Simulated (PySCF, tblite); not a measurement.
**C4H11B2N: geometry, infrared bands and NMR shifts**

What infrared bands and NMR shifts should C4H11B2N (`BNB/C=C/CC`) show?

Programs: tblite 0.8.0 and PySCF 2.14.0, with density-fitted response routines of our own. Each step states its level of theory. These are calculated values for one molecule in the gas phase, unless marked as measured. Atoms count from 0, in the outputs and in this text.

### 1 The molecule as given

18 atoms, charge 0, multiplicity 1; geometry from: force field or distance geometry start.

Bonds of the start (Å): B0–N1 1.51, N1–B2 1.54, B2–C3 1.57, C3–C4 1.33, C4–C5 1.48, C5–C6 1.51, B0–H7 1.19, B0–H8 1.20, N1–H9 1.02, B2–H10 1.20, C3–H11 1.10, C4–H12 1.09, C5–H13 1.13, C5–H14 1.11, C6–H15 1.09, C6–H16 1.13, C6–H17 1.12.

### 2 Geometry optimisation with GFN2-xTB

What the job is given:

```
{"job": {"kind": "relax", "xc": "GFN2-xTB", "basis": "xTB"}, "charge": 0, "multiplicity": 1}
B     -3.896500     0.095800     0.325800
N     -2.601900    -0.128900    -0.422300
B     -1.572600    -0.621500     0.618000
C     -0.078800    -0.876600     0.217100
C      0.664700     0.175500    -0.116200
C      2.070700    -0.098200    -0.487700
C      3.085200     0.607700     0.377300
H     -3.892900     0.319100     1.493100
H     -4.794900     0.623700    -0.272600
H     -2.253800     0.764400    -0.784300
H     -2.021400    -1.455800     1.358600
H      0.334800    -1.890900     0.241800
H      0.219500     1.171900    -0.119900
H      2.273300     0.281300    -1.534500
H      2.296900    -1.186000    -0.538600
H      3.094300     1.698100     0.300600
H      4.090000     0.191200     0.080200
H      2.974800     0.335400     1.457700
```

On the command line:

```
$ OMP_NUM_THREADS=1 python probes_run.py task.json out
```

One launch serves the whole session: the jobs run in the order shown.

**Question.** This job is followed by: GFN2-xTB harmonic vibrations, gas phase; GIAO PBE0/pcSseg-1 NMR shielding, non-relativistic, gas phase. What will the session give for the following? strongest single infrared mode (GFN2-xTB); zero-point energy (GFN2-xTB); ¹³C shifts against TMS (PBE0/pcSseg-1); ¹H shifts against TMS (PBE0/pcSseg-1, means over atoms taken as alike); ¹¹B shifts against BF3·OEt2 (PBE0/pcSseg-1); ¹⁵N shifts against NH3 (PBE0/pcSseg-1).

**Answer**, as computed:

| quantity | value |
| --- | --- |
| strongest single infrared mode (GFN2-xTB) | 1408 cm⁻¹, 643 km/mol |
| zero-point energy (GFN2-xTB) | 92.9 kcal/mol |
| ¹³C shifts against TMS (PBE0/pcSseg-1) | 161.4, 138.2, 36.3, 16.7 ppm |
| ¹H shifts against TMS (PBE0/pcSseg-1, means over atoms taken as alike) | 7.60, 6.82, 6.59, 5.50, 5.49, 2.33, 1.15 ppm |
| ¹¹B shifts against BF3·OEt2 (PBE0/pcSseg-1) | 49.5, 44.8 ppm |
| ¹⁵N shifts against NH3 (PBE0/pcSseg-1) | 183.4 ppm |

What this shows: Over 112 steps the energy fell by 2.088 eV; of the close pairs, N1–B2 changed most, 1.544 to 1.417 Å. All 48 modes are real, so the xTB geometry is a minimum. Unscaled tight-binding wavenumbers are off by several per cent, some by more. Its intensities can rank the bands wrongly. At PBE0/pcSseg-1: The widest tensor belongs to N1: span 324 ppm, with a paramagnetic part of -240 ppm.
